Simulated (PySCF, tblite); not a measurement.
# C6H11FO: geometry, infrared bands and NMR shifts

Wanted: the infrared bands and NMR shifts of C6H11FO (`CCOC1(F)CCC1`), by calculation.

Programs: tblite 0.8.0 and PySCF 2.14.0, with density-fitted response routines of our own. Each step states its level of theory. These are calculated values for one molecule in the gas phase, unless marked as measured. Atoms are numbered from 0 throughout.

## (1) The starting structure

19 atoms, charge 0, multiplicity 1; geometry from: force field or distance geometry start.

Bonds of the start (Å): C0–C1 1.51, C1–O2 1.44, O2–C3 1.44, C3–F4 1.34, C3–C5 1.56, C5–C6 1.54, C6–C7 1.54, C7–C3 1.57, C0–H8 1.10, C0–H9 1.09, C0–H10 1.10, C1–H11 1.10, C1–H12 1.08, C5–H13 1.09, C5–H14 1.09, C6–H15 1.08, C6–H16 1.10, C7–H17 1.08, C7–H18 1.10.

## (2) Geometry optimisation with GFN2-xTB

The job: settings as JSON, then the geometry in Å.

```
{"job": {"kind": "relax", "xc": "GFN2-xTB", "basis": "xTB"}, "charge": 0, "multiplicity": 1}
C     -2.993100    -0.402300     0.538300
C     -1.815900    -0.126200    -0.367800
O     -0.714100     0.300900     0.453500
C      0.524400     0.511700    -0.259300
F      0.347500     1.253400    -1.358700
C      1.360700    -0.787400    -0.475100
C      2.615800     0.038800    -0.120400
C      1.696400     0.992600     0.663600
H     -3.275100     0.500800     1.092800
H     -2.762900    -1.166500     1.287500
H     -3.865800    -0.737300    -0.046800
H     -1.534400    -1.047000    -0.891900
H     -2.062800     0.650300    -1.076000
H      1.146300    -1.594900     0.231400
H      1.347000    -1.180100    -1.486900
H      3.094000     0.502100    -0.972100
H      3.373500    -0.478400     0.480600
H      1.941500     2.042800     0.575800
H      1.567300     0.735900     1.724100
```

Launch:

```console
> OMP_NUM_THREADS=1 python probes_run.py task.json out
```

The driver reads the jobs from task.json and runs them one after another.

**Question.** This job is followed by: GFN2-xTB harmonic vibrations, gas phase; GIAO PBE0/pcSseg-1 NMR shielding, non-relativistic, gas phase. What will the session give for the following? strongest single infrared mode (GFN2-xTB); zero-point energy (GFN2-xTB); ¹³C shifts against TMS (PBE0/pcSseg-1, means over atoms taken as alike); ¹H shifts against TMS (PBE0/pcSseg-1, means over atoms taken as alike); ¹⁷O shifts against H2O (PBE0/pcSseg-1); ¹⁹F shifts against CFCl3 (PBE0/pcSseg-1); surface potential, 1st and 99th percentile.

**Answer**, as computed:

```
                                                               quantity                                   value
                              strongest single infrared mode (GFN2-xTB)                   1285 cm⁻¹, 135 km/mol
                                           zero-point energy (GFN2-xTB)                          100.5 kcal/mol
¹³C shifts against TMS (PBE0/pcSseg-1, means over atoms taken as alike)        118.0, 60.5, 36.4, 17.2, 9.8 ppm
 ¹H shifts against TMS (PBE0/pcSseg-1, means over atoms taken as alike)  3.74, 2.57, 2.50, 1.84, 1.68, 1.27 ppm
                                 ¹⁷O shifts against H2O (PBE0/pcSseg-1)                               120.5 ppm
                               ¹⁹F shifts against CFCl3 (PBE0/pcSseg-1)                              -123.5 ppm
                                  surface potential, 1st and 99th percentile                      -1.23 V and 0.73 V
```

In words: Relaxing lowered the energy by 0.336 eV in 69 steps; the close pair that moved most is O2–C3, from 1.444 to 1.367 Å. All 51 modes are real, so the xTB geometry is a minimum. The strongest single mode, at 1285 cm⁻¹, has its largest shares on C3, C7, C5 and H13 (the list is cut at 4 atoms). GFN2-xTB is a fitted tight-binding method: band positions and strengths are rough. Its intensities can rank the bands wrongly. The most deshielded hydrogen is H11, H12 (mean) (hydrogen on an sp3 CH2 bonded to O), at 3.74 ppm: its carbon carries O, which withdraws density. At PBE0/pcSseg-1: The largest span, 152 ppm, is at F4, where the paramagnetic term is -184 ppm.
